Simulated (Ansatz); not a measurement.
# C2H8BNO: up Jacob's ladder to CCSD(T)

Aim: compute C2H8BNO with functionals from several rungs and with coupled cluster. The yardstick is the atomisation energy at the CCSD(T) limit.

The runs use Ansatz 0.2.0, Gaussian basis; functionals in def2-TZVPP, the program's frozen cores in correlated methods.

Levels to be run: PBE-D4, r2SCAN-D4, PBE0-D4, B3LYP-D4, ωB97X-V, ωB97M-V, B2PLYP; CCSD(T)/def2-TZVPP; MP2/def2-QZVPP; extrapolation to the limit.

**1. The geometry**

The geometry comes from an earlier relaxation with PBE0-D4 in a triple-zeta def2 set; it is a stationary point, not always the lowest conformer.

SMILES `BNCOC`, 13 atoms, charge 0, spin multiplicity 1.

Atoms are counted from 1 here; the program's logs count them from 0.

Bond lengths: B1–N2 1.387 Å, B1–H6 1.196 Å, B1–H7 1.197 Å, N2–C3 1.425 Å, N2–H8 1.009 Å, C3–O4 1.404 Å, C3–H9 1.098 Å, C3–H10 1.102 Å, O4–C5 1.402 Å, C5–H11 1.090 Å, C5–H12 1.099 Å, C5–H13 1.099 Å. Angles: N2–B1–H6 118.9°, N2–B1–H7 118.7°, H6–B1–H7 122.4°, B1–N2–C3 126.1°, B1–N2–H8 120.2°, C3–N2–H8 113.6°, N2–C3–O4 109.3°, N2–C3–H9 108.4°, N2–C3–H10 110.8°, O4–C3–H9 110.9°, O4–C3–H10 109.1°, H9–C3–H10 108.4°, C3–O4–C5 112.0°, O4–C5–H11 107.4°, O4–C5–H12 111.6°, O4–C5–H13 111.6°, H11–C5–H12 108.8°, H11–C5–H13 108.9° and more.

**2. PBE-D4 (GGA)**

Input file in.yaml:

```yaml
crystal:
  periodic: [false, false, false]
  atoms:
    - {symbol: B, position_ang: [-1.244591, 1.906852, 0.901056]}
    - {symbol: N, position_ang: [-0.625327, 0.678929, 1.080735]}
    - {symbol: C, position_ang: [0.354923, 0.098779, 0.224570]}
    - {symbol: O, position_ang: [-0.198038, -1.015362, -0.425825]}
    - {symbol: C, position_ang: [0.743338, -1.675329, -1.227878]}
    - {symbol: H, position_ang: [-2.068296, 2.259850, 1.693013]}
    - {symbol: H, position_ang: [-0.924401, 2.581023, -0.035107]}
    - {symbol: H, position_ang: [-0.893474, 0.082361, 1.849253]}
    - {symbol: H, position_ang: [0.672795, 0.857739, -0.502206]}
    - {symbol: H, position_ang: [1.237478, -0.221629, 0.801908]}
    - {symbol: H, position_ang: [0.242786, -2.528962, -1.683714]}
    - {symbol: H, position_ang: [1.126251, -1.021910, -2.023959]}
    - {symbol: H, position_ang: [1.596955, -2.037039, -0.637146]}
basis:
  gaussian: {orbitals: def2-TZVPP}
hamiltonian: {xc: pbe, dispersion: d4}
output: {forces: true, orbitals: {seedname: orbitals}}
```

Command:

```
$ ansatz run in.yaml --threads 4 --pin off --events-out ev --progress --plain --max-ram 10444MiB
```

After this run come: r2SCAN-D4 (meta-GGA); PBE0-D4 (hybrid); B3LYP-D4 (hybrid); ωB97X-V (range-separated); ωB97M-V (range-separated); B2PLYP (double hybrid); CCSD(T) in def2-TZVPP; MP2 in def2-QZVPP.

Before running them: what should the planned runs give, taken together? Wanted: atomisation energy, CCSD(T)/CBS; farthest; mean size of error, hybrid; mean size of error, range-separated; gap, smallest and largest; T1 diagnostic; triples share of the correlation energy.

**Answer**, as computed:

```
                               quantity                                 value
        atomisation energy, CCSD(T)/CBS                         4912.7 kJ/mol
 functionals within 24.6 kJ/mol (0.5 %)                    r2SCAN-D4, ωB97X-V
                               farthest                PBE-D4 (+120.6 kJ/mol)
             mean size of error, hybrid                           30.3 kJ/mol
    mean size of error, range-separated                           28.7 kJ/mol
              gap, smallest and largest  5.21 eV (PBE-D4), 12.31 eV (ωB97X-V)
                          T1 diagnostic                                0.0118
triples share of the correlation energy                                 3.7 %
```

In words: PBE-D4 is off by +120.6 kJ/mol. Double hybrids carry the basis error of their MP2 part in triple zeta, and no dispersion term here, so their miss is partly the set-up's. The reference freezes the cores and leaves out relativity and excitations past (T), so misses under about 24.6 kJ/mol can't be ranked. Hartree-Fock recovers 73 % of the binding; the rest is correlation. Orbital gaps span 5.2 to 12.3 eV; exact exchange widens them.
